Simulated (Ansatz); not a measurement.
Here is an Ansatz input file for SbPd, space group P6_3/mmc. Write the same calculation for the Python package.

```yaml
crystal:
  lattice:
    - [5.591, 0.0, 0.0]
    - [0.0, 4.0753, 0.0]
    - [0.0, 0.0, 17.882188333333332]
  atoms:
    - { symbol: Sb, position: [0.25, 0.0, 0.46710588087047133] }
    - { symbol: Sb, position: [0.75, 0.5, 0.40131764261141417] }
    - { symbol: Pd, position: [0.0, 0.0, 0.33552940435235695] }
    - { symbol: Pd, position: [0.5, 0.0, 0.33552940435235695] }
    - { symbol: Sb, position: [0.25, 0.5, 0.664470595647643] }
    - { symbol: Sb, position: [0.75, 0.0, 0.5986823573885859] }
    - { symbol: Pd, position: [0.0, 0.5, 0.5328941191295286] }
    - { symbol: Pd, position: [0.5, 0.5, 0.5328941191295286] }
basis:
  ecutwfc: 380.959407443832
kpoints:
  mp_grid:
    grid: [3, 4, 1]
hamiltonian:
  xc: lda
efield:
  axis: 3
  dipole_correction: true
scf:
  max_iter: 200
  lower_state_search: "off"
  occupations:
    method: cold
    width: 0.1
relax:
  f_tol: 0.03
  max_steps: 30
  constraints:
    - { sites: [0, 1, 2, 3], fix: xyz }
```

`slab_sbpd.py`
```python
# -*- coding: utf-8 -*-
'''A surface of SbPd: energy and work function.'''

import ansatz
from ase import Atoms
from ase.build import surface
from ase.constraints import FixAtoms
import numpy as np

atoms = Atoms(
    ['Sb', 'Sb', 'Pd', 'Pd'],
    scaled_positions=[
        [1 / 3, 2 / 3, 0.25],
        [2 / 3, 1 / 3, 0.75],
        [0.0, 0.0, 0.0],
        [0.0, 0.0, 0.5],
    ],
    cell=[
        [4.0753, 0.0, 0.0],
        [-2.03765, 3.529313, 0.0],
        [0.0, 0.0, 5.591],
    ],
    pbc=True,
)
# the plane is named in the basis of this cell
slab = surface(atoms, (0, 1, 0), 2, vacuum=6.0)
slab.pbc = True

print(slab.get_chemical_formula(), 'area {:.3f} A^2, cell height {:.2f} A'.format(np.linalg.norm(np.cross(slab.cell[0], slab.cell[1])), slab.cell[2, 2]))
# hold the lower half
slab.set_constraint(FixAtoms(mask=slab.positions[:, 2] < slab.positions[:, 2].mean()))


def settings(structure):
    return (
        ansatz.Crystal.from_ase(structure).calculation()
        .functional('LDA')
        .scf(max_iterations=200, lower_state_search='off')
        .basis(14 * ansatz.Ha)
        .occupations(ansatz.OccupationsMethod.COLD, width=0.1)
    )


calc = (
    settings(slab)
    .kpoints(3, 4, 1)
    .electric_field(axis=3, dipole_correction=True)
    .relax(force_tolerance=0.03, max_steps=30)
)
out = calc.run(threads=1, pin='off')
rep = out.report

print(f'slab free energy {rep["free_energy_ev"]:.4f} eV, Fermi level {rep["fermi_energy_ev"]:.3f} eV')
face = rep['work_function']
print('work function (eV), upper and lower face:', *(round(face[k], 3) for k in ('phi_plus_ev', 'phi_minus_ev') if face.get(k) is not None))
print(f'dipole {face["dipole_moment_e_ang"]:+.4f} e A')

print('atom   z before  z after (A)')
for atom, site in zip(slab, out.lattice.sites):
    print(f'{atom.symbol:3s} {atom.z:9.3f} {site.position_ang[2]:9.3f}')
```

```console
$ python slab_sbpd.py
Pd4Sb4 area 22.785 A^2, cell height 17.88 A
DeckWarning: basis.ecutwfc = 380.959407443832 eV is below the records' recommended 420 eV, and the density's cutoff is lower with it unless basis.ecutrho_ratio is high enough to keep the records' density cutoff: compare with a run at a higher cutoff
RunWarning: efield: at this solve's end the planar-averaged density reaches 1.54e-5 e/Å³ inside the ramp window [0.8941, 0.1059] (bound 1e-5 e/Å³); the window's nearer edge stands 4.11 Å from this solve's nearest atom along the axis. Its work functions, free [...]
slab free energy -52720.9674 eV, Fermi level 2.907 eV
work function (eV), upper and lower face: 4.893 4.879
dipole -0.0017 e A
atom   z before  z after (A)
Sb      8.353     8.353
Sb      7.176     7.176
Pd      6.000     6.000
Pd      6.000     6.000
Sb     11.882    11.662
Sb     10.706    10.879
Pd      9.529     9.478
Pd      9.529     9.478
```
(Warnings from the package without file and line, shortened, repeats left out.)

Caveats:
- The settings weren't tested for convergence.
- The cutoff lies under the one recommended for these potentials.
- The density doesn't vanish in the vacuum (a short gap or a low cutoff), which blurs the vacuum level.
- The mesh is modest for a metal, so energies can be off by several to tens of meV an atom and pressures by half a GPa or more; differences at equal mesh fare better.
- An absolute Fermi energy rests on an arbitrary zero of the periodic potential and has no direct meaning.
- The structure is a deposited one; some such entries were measured under pressure or heat, so a shift against it needn't be the functional's error alone.
- The slab is thin and cut from the structure as given; a cut can leave two unlike or polar faces, and the surface energy is then their mean. Miller indices refer to the vectors of the cell as typed, and the lattice isn't relaxed for this functional, so relaxation and surface energy can hold strain.
- It ran for 39 s on 1 thread of Arm Neoverse V2 (shared host), peak memory 0.65 GiB.

(Lines on the test bed's own set-up are left out of the output.)
